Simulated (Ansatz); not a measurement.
# SnGe17: the cost of one run

Program: Ansatz 0.2.0. Level of theory: DFT PBEsol, scalar-relativistic, plane waves, PAW, and further levels as typed in the inputs. These are calculated values, not measurements.

## Step 1: The system as given

It takes space group Cm (No. 8, monoclinic). Conventional cell: a = 20.958 Å, b = 12.100 Å, c = 12.100 Å, α = 90.00°, β = 125.26°, γ = 90.00°. Around Ge (site symmetry 1) lie 4 Ge at 2.47 Å. Ge (site symmetry m) has 4 Ge at 2.47 Å as nearest neighbours. Around Ge (site symmetry 1) lie 3 Ge at 2.47 Å and 1 Sn at 2.47 Å. Only part of the 36 independent sites is listed.

Structure file:

```cif
data_structure
_symmetry_space_group_name_H-M 'P 1'
_symmetry_Int_Tables_number 1
_cell_length_a 12.1004
_cell_length_b 12.1004
_cell_length_c 12.1004
_cell_angle_alpha 60.000
_cell_angle_beta 60.000
_cell_angle_gamma 60.000
_cell_volume 1252.80
loop_
_atom_site_label
_atom_site_type_symbol
_atom_site_fract_x
_atom_site_fract_y
_atom_site_fract_z
_atom_site_occupancy
Ge1 Ge 0.00000 0.00000 0.00000 1
Ge2 Ge 0.00000 0.00000 0.33333 1
Ge3 Ge 0.00000 0.00000 0.66667 1
Ge4 Ge 0.00000 0.33333 0.00000 1
Ge5 Ge 0.00000 0.33333 0.33333 1
Ge6 Ge 0.00000 0.33333 0.66667 1
Ge7 Ge 0.00000 0.66667 0.00000 1
Ge8 Ge 0.00000 0.66667 0.33333 1
Sn1 Sn 0.00000 0.66667 0.66667 1
Ge9 Ge 0.08333 0.08333 0.08333 1
Ge10 Ge 0.08333 0.08333 0.41667 1
Ge11 Ge 0.08333 0.08333 0.75000 1
Ge12 Ge 0.08333 0.41667 0.08333 1
Ge13 Ge 0.08333 0.41667 0.41667 1
Ge14 Ge 0.08333 0.41667 0.75000 1
Ge15 Ge 0.08333 0.75000 0.08333 1
Ge16 Ge 0.08333 0.75000 0.41667 1
Ge17 Ge 0.08333 0.75000 0.75000 1
Ge18 Ge 0.33333 0.00000 0.00000 1
Ge19 Ge 0.33333 0.00000 0.33333 1
Ge20 Ge 0.33333 0.00000 0.66667 1
Ge21 Ge 0.33333 0.33333 0.00000 1
Ge22 Ge 0.33333 0.33333 0.33333 1
Ge23 Ge 0.33333 0.33333 0.66667 1
Ge24 Ge 0.33333 0.66667 0.00000 1
Ge25 Ge 0.33333 0.66667 0.33333 1
Ge26 Ge 0.33333 0.66667 0.66667 1
Ge27 Ge 0.41667 0.08333 0.08333 1
Ge28 Ge 0.41667 0.08333 0.41667 1
Ge29 Ge 0.41667 0.08333 0.75000 1
Ge30 Ge 0.41667 0.41667 0.08333 1
Ge31 Ge 0.41667 0.41667 0.41667 1
Ge32 Ge 0.41667 0.41667 0.75000 1
Ge33 Ge 0.41667 0.75000 0.08333 1
Ge34 Ge 0.41667 0.75000 0.41667 1
Ge35 Ge 0.41667 0.75000 0.75000 1
Sn2 Sn 0.66667 0.00000 0.00000 1
Ge36 Ge 0.66667 0.00000 0.33333 1
Ge37 Ge 0.66667 0.00000 0.66667 1
Ge38 Ge 0.66667 0.33333 0.00000 1
Ge39 Ge 0.66667 0.33333 0.33333 1
Ge40 Ge 0.66667 0.33333 0.66667 1
Ge41 Ge 0.66667 0.66667 0.00000 1
Ge42 Ge 0.66667 0.66667 0.33333 1
Ge43 Ge 0.66667 0.66667 0.66667 1
Ge44 Ge 0.75000 0.08333 0.08333 1
Ge45 Ge 0.75000 0.08333 0.41667 1
Ge46 Ge 0.75000 0.08333 0.75000 1
Ge47 Ge 0.75000 0.41667 0.08333 1
Ge48 Ge 0.75000 0.41667 0.41667 1
Ge49 Ge 0.75000 0.41667 0.75000 1
Sn3 Sn 0.75000 0.75000 0.08333 1
Ge50 Ge 0.75000 0.75000 0.41667 1
Ge51 Ge 0.75000 0.75000 0.75000 1
```

## Step 2: Relaxing the atoms: SnGe17, no spin

File input.yaml:

```yaml
crystal:
  lattice:
    - [0.0, 8.55625, 8.55625]
    - [8.55625, 0.0, 8.55625]
    - [8.55625, 8.55625, 0.0]
  atoms:
    - { symbol: Ge, position: [0.0, 0.0, 0.0] }
    - { symbol: Ge, position: [0.0, 0.0, 0.33333333] }
    - { symbol: Ge, position: [0.0, 0.0, 0.66666667] }
    - { symbol: Ge, position: [0.0, 0.33333333, 0.0] }
    - { symbol: Ge, position: [0.0, 0.33333333, 0.33333333] }
    - { symbol: Ge, position: [0.0, 0.33333333, 0.66666667] }
    - { symbol: Ge, position: [0.0, 0.66666667, 0.0] }
    - { symbol: Ge, position: [0.0, 0.66666667, 0.33333333] }
    - { symbol: Sn, position: [0.0, 0.66666667, 0.66666667] }
    - { symbol: Ge, position: [0.08333333, 0.08333333, 0.08333333] }
    - { symbol: Ge, position: [0.08333333, 0.08333333, 0.41666667] }
    - { symbol: Ge, position: [0.08333333, 0.08333333, 0.75] }
    - { symbol: Ge, position: [0.08333333, 0.41666667, 0.08333333] }
    - { symbol: Ge, position: [0.08333333, 0.41666667, 0.41666667] }
    - { symbol: Ge, position: [0.08333333, 0.41666667, 0.75] }
    - { symbol: Ge, position: [0.08333333, 0.75, 0.08333333] }
    - { symbol: Ge, position: [0.08333333, 0.75, 0.41666667] }
    - { symbol: Ge, position: [0.08333333, 0.75, 0.75] }
    - { symbol: Ge, position: [0.33333333, 0.0, 0.0] }
    - { symbol: Ge, position: [0.33333333, 0.0, 0.33333333] }
    - { symbol: Ge, position: [0.33333333, 0.0, 0.66666667] }
    - { symbol: Ge, position: [0.33333333, 0.33333333, 0.0] }
    - { symbol: Ge, position: [0.33333333, 0.33333333, 0.33333333] }
    - { symbol: Ge, position: [0.33333333, 0.33333333, 0.66666667] }
    - { symbol: Ge, position: [0.33333333, 0.66666667, 0.0] }
    - { symbol: Ge, position: [0.33333333, 0.66666667, 0.33333333] }
    - { symbol: Ge, position: [0.33333333, 0.66666667, 0.66666667] }
    - { symbol: Ge, position: [0.41666667, 0.08333333, 0.08333333] }
    - { symbol: Ge, position: [0.41666667, 0.08333333, 0.41666667] }
    - { symbol: Ge, position: [0.41666667, 0.08333333, 0.75] }
    - { symbol: Ge, position: [0.41666667, 0.41666667, 0.08333333] }
    - { symbol: Ge, position: [0.41666667, 0.41666667, 0.41666667] }
    - { symbol: Ge, position: [0.41666667, 0.41666667, 0.75] }
    - { symbol: Ge, position: [0.41666667, 0.75, 0.08333333] }
    - { symbol: Ge, position: [0.41666667, 0.75, 0.41666667] }
    - { symbol: Ge, position: [0.41666667, 0.75, 0.75] }
    - { symbol: Sn, position: [0.66666667, 0.0, 0.0] }
    - { symbol: Ge, position: [0.66666667, 0.0, 0.33333333] }
    - { symbol: Ge, position: [0.66666667, 0.0, 0.66666667] }
    - { symbol: Ge, position: [0.66666667, 0.33333333, 0.0] }
    - { symbol: Ge, position: [0.66666667, 0.33333333, 0.33333333] }
    - { symbol: Ge, position: [0.66666667, 0.33333333, 0.66666667] }
    - { symbol: Ge, position: [0.66666667, 0.66666667, 0.0] }
    - { symbol: Ge, position: [0.66666667, 0.66666667, 0.33333333] }
    - { symbol: Ge, position: [0.66666667, 0.66666667, 0.66666667] }
    - { symbol: Ge, position: [0.75, 0.08333333, 0.08333333] }
    - { symbol: Ge, position: [0.75, 0.08333333, 0.41666667] }
    - { symbol: Ge, position: [0.75, 0.08333333, 0.75] }
    - { symbol: Ge, position: [0.75, 0.41666667, 0.08333333] }
    - { symbol: Ge, position: [0.75, 0.41666667, 0.41666667] }
    - { symbol: Ge, position: [0.75, 0.41666667, 0.75] }
    - { symbol: Sn, position: [0.75, 0.75, 0.08333333] }
    - { symbol: Ge, position: [0.75, 0.75, 0.41666667] }
    - { symbol: Ge, position: [0.75, 0.75, 0.75] }
scf:
  occupations: { method: gaussian, width: 0.03 }
output:
  forces: true
  stress: true
hamiltonian:
  xc: pbesol
kpoints:
  mp_grid: { grid: [2, 2, 2] }
relax:
  f_tol: 0.005
```

On the command line:

```bash
$ ansatz run input.yaml --threads 12 --pin off --max-ram 24576MiB --backend cpu --events-out ev --progress --plain --runs-dir out
```

Q: Estimate wall time and peak memory on 12 threads of Arm Neoverse N1, shared host.

About 5.7 min, with a peak of 14 GiB.
